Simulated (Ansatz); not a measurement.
# Tb2N: a trial structure relaxed

The task: take a trial cell of Tb2N to zero force and stress.

Program: Ansatz 0.2.0. Level of theory: DFT PBE, scalar-relativistic, plane waves, PAW; 4f electrons in the core of a trivalent norm-conserving potential. These are calculated values, not measurements.

**1. The system as given**

The structure is tetragonal, space group P4_2/nmc (No. 137). The conventional cell has a = 3.528 Å, b = 3.528 Å, c = 10.174 Å, α = 90.00°, β = 90.00°, γ = 90.00°. Tb (site symmetry 2mm) is surrounded by 2 N at 2.17 Å. N (site symmetry -4m2) is surrounded by 4 Tb at 2.17 Å.

Coordinates:

```
CELL_PARAMETERS angstrom
3.52792 0.00000 0.00000
0.00000 3.52792 0.00000
0.00000 0.00000 10.17376
ATOMIC_POSITIONS crystal
Tb 0.00000 0.50000 0.12500
Tb 0.00000 0.50000 0.62500
Tb 0.50000 0.00000 0.37500
Tb 0.50000 0.00000 0.87500
N 0.00000 0.00000 0.00000
N 0.50000 0.50000 0.50000
```

The cell is invented: species swapped into a database cell of ZnCl2 (P4_2/nmc, No. 137), with N on the Zn sites and Tb on the Cl sites. Its size is a rough estimate.

**2. The guess as it stands, on a coarse mesh**

File input.yaml:

```yaml
crystal:
  lattice:
    - [3.52791964, 0.0, 0.0]
    - [0.0, 3.52791964, 0.0]
    - [0.0, 0.0, 10.17375739]
  atoms:
    - { symbol: Tb, position: [0.0, 0.5, 0.125] }
    - { symbol: Tb, position: [0.0, 0.5, 0.625] }
    - { symbol: Tb, position: [0.5, 0.0, 0.375] }
    - { symbol: Tb, position: [0.5, 0.0, 0.875] }
    - { symbol: "N", position: [0.0, 0.0, 0.0] }
    - { symbol: "N", position: [0.5, 0.5, 0.5] }
basis:
  ecutwfc: 690
kpoints:
  mp_grid: { grid: [6, 6, 2] }
hamiltonian:
  xc: pbe
  pseudopotentials:
    kind: paw
    azcp: { Tb: "pseudopotentials/pbe/nc/lanthanide_3plus/Tb.nc.azcp" }
scf:
  occupations: { method: gaussian, width: 0.1 }
  lower_state_search: "off"
output:
  forces: true
  stress: true
  eigenvalues: true
```

The run is started by

```bash
$ ansatz run input.yaml --threads 1 --pin off --max-ram 2560MiB --backend cpu --events-out ev --progress --plain --runs-dir out
```

Further runs follow: coarse relaxation; final relaxation.

What does the calculation give? Wanted: conventional cell; volume; energy over the elements; gap on the mesh.

The runs gave:

| quantity | value |
| --- | --- |
| symmetry at the end (tolerance 0.05 Å) | space group P4_2/nmc (No. 137) |
| conventional cell | a = 3.671 Å, b = 3.671 Å, c = 11.418 Å, α = 90.00°, β = 90.00°, γ = 90.00° |
| volume | 25.64 Å³/atom |
| energy over the elements (uncorrected; H, N, O, F and Cl as molecules) | -0.87 eV/atom |
| gap on the mesh | none (metal) |

In words: The space group P4_2/nmc (No. 137) is kept, and the volume per atom grows by 21.5 % from the first guess. It lies below the elements, which doesn't yet make it stable: competing phases were not computed in this session. No finished test with a distortion of lower symmetry is shown, so the end may be a saddle point. The runs treat Tb without spin-orbit coupling. The lanthanide's 4f electrons sit in the core of its potential, so it is trivalent by construction and shows no f bands or moments.

No U or exact exchange acts on the 4f shell of Tb, so a metallic reading can be the functional's.
